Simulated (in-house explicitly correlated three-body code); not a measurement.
# Two electrons around a charge of +1.5 under Yukawa screening of 0.1125 per bohr: exact states

System: two electrons around a charge of +1.5 under Yukawa screening of 0.1125 per bohr. A variational three-body run gives its energies and expectation values.

Method: two electrons, non-relativistic, variational in exponentially correlated functions. Code: in-house explicitly correlated three-body code version 1.

## 1. Starting point

| Quantity | Value |
| --- | --- |
| charge of the centre | +1.5 |
| mass of the centre | infinite |
| interactions | Yukawa, exp(−0.1125 r)/r, between all pairs |
| basis | 260 functions exp(−a r1 − b r2 − g r12) a state, exponent ranges optimised |
| units | hartree and bohr; relativity and QED are left out |

## 2. Input and results

Settings:

```ini
Z = 1.5
screening = 0.1125
interaction_strength = 1.0
functions = 260
states_tried = 13
```

The run is started by

```sh
$ python run_hyl.py task.json out
```

What does the calculation give? Wanted: ground-state energy; binding of the second electron; ⟨r12⟩, ⟨cos θ12⟩.

The runs gave:

| quantity | value |
| --- | --- |
| ground-state energy | -1.25219133 hartree |
| binding of the second electron | 7.8064 eV |
| ⟨r12⟩, ⟨cos θ12⟩ | 2.125 bohr, -0.0817 |

In words: The second electron is bound by 7.806 eV, and the mean cosine of -0.082 shows the electrons leaning only slightly to opposite sides. Exchange puts 2 ³S 0.198 eV under 2 ¹S.
